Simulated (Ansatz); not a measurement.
# C3H5BO: basis-set convergence

The task here is to estimate one member of a computed series from the others.

Program: Ansatz 0.2.0, Gaussian basis. Level of theory: one geometry, several basis sets. These are calculated values, not measurements.

The runs, in order: PBE0-D4/def2-SVP; ωB97M-V/def2-SVP; PBE0-D4/def2-QZVPP; ωB97M-V/def2-QZVPP; the functionals' def2-TZVPP values are taken from earlier runs.

### The relaxed structure

All runs share one geometry, relaxed beforehand with PBE0-D4 in a triple-zeta def2 set.

10 atoms, charge 0, spin multiplicity 1.

Atoms are counted from 1 here; the program's logs count them from 0.

Bond lengths: O1–C2 1.196 Å, C2–C3 1.527 Å, C2–C5 1.527 Å, C3–B4 1.580 Å, C3–H6 1.089 Å, C3–H7 1.100 Å, B4–C5 1.580 Å, B4–H8 1.190 Å, C5–H9 1.089 Å, C5–H10 1.100 Å. Angles: O1–C2–C3 131.6°, O1–C2–C5 131.6°, C3–C2–C5 95.3°, C2–C3–B4 83.8°, C2–C3–H6 119.0°, C2–C3–H7 109.4°, B4–C3–H6 126.5°, B4–C3–H7 107.0°, H6–C3–H7 108.5°, C3–B4–C5 91.1°, C3–B4–H8 134.4°, C5–B4–H8 134.4°, C2–C5–B4 83.8°, C2–C5–H9 119.0°, C2–C5–H10 109.5°, B4–C5–H9 126.5°, B4–C5–H10 107.0°, H9–C5–H10 108.5°.

As a file:

```xyz
10
C3H5BO
O    -0.1932    0.3265   -2.1625
C     0.0093    0.2442   -0.9864
C     0.8689   -0.7185   -0.1709
B    -0.2395   -0.5018    0.9343
C    -0.7449    0.8107    0.2140
H     1.1647   -1.6682   -0.6147
H     1.7740   -0.1974    0.1754
H    -0.5983   -1.1200    1.8858
H    -1.7810    1.1221    0.0876
H    -0.1770    1.6512    0.6404
```

Set-up of the first run:

File in.yaml:

```yaml
crystal:
  periodic: [false, false, false]
  atoms:
    - {symbol: O, position_ang: [-0.193244, 0.326466, -2.162539]}
    - {symbol: C, position_ang: [0.009348, 0.244230, -0.986409]}
    - {symbol: C, position_ang: [0.868871, -0.718512, -0.170917]}
    - {symbol: B, position_ang: [-0.239511, -0.501817, 0.934282]}
    - {symbol: C, position_ang: [-0.744926, 0.810748, 0.213993]}
    - {symbol: H, position_ang: [1.164729, -1.668195, -0.614660]}
    - {symbol: H, position_ang: [1.774018, -0.197429, 0.175389]}
    - {symbol: H, position_ang: [-0.598290, -1.119952, 1.885833]}
    - {symbol: H, position_ang: [-1.781005, 1.122089, 0.087575]}
    - {symbol: H, position_ang: [-0.176991, 1.651171, 0.640352]}
basis:
  gaussian: {orbitals: def2-SVP}
hamiltonian: {xc: pbe0, dispersion: d4}
output: {orbitals: {seedname: orbitals}}
```

Started as:

```
ansatz run in.yaml --threads 2 --pin off --events-out ev --progress --plain --max-ram 4352MiB
```

Among the steps run: PBE0-D4 in def2-SVP; ωB97M-V in def2-SVP; PBE0-D4 in def2-QZVPP; ωB97M-V in def2-QZVPP.

One table of the session follows, with a row left open; its other results are not shown here.

| functional | basis | HOMO (eV) | LUMO (eV) |
| --- | --- | --- | --- |
| PBE0-D4 | def2-SVP | -6.98 | -1.68 |
| PBE0-D4 | def2-TZVPP | -7.11 | -1.77 |
| PBE0-D4 | def2-QZVPP | -7.15 | -1.79 |
| ωB97M-V | def2-SVP | ? | ? |
| ωB97M-V | def2-TZVPP | -9.46 | 0.25 |
| ωB97M-V | def2-QZVPP | -9.49 | 0.19 |

Q: Estimate the row for ωB97M-V, def2-SVP from the others.

**Answer.** HOMO (eV): -9.31; LUMO (eV): 0.41. In the column «HOMO (eV)» it lies between ωB97M-V, def2-TZVPP (-9.46) and PBE0-D4, def2-QZVPP (-7.15).
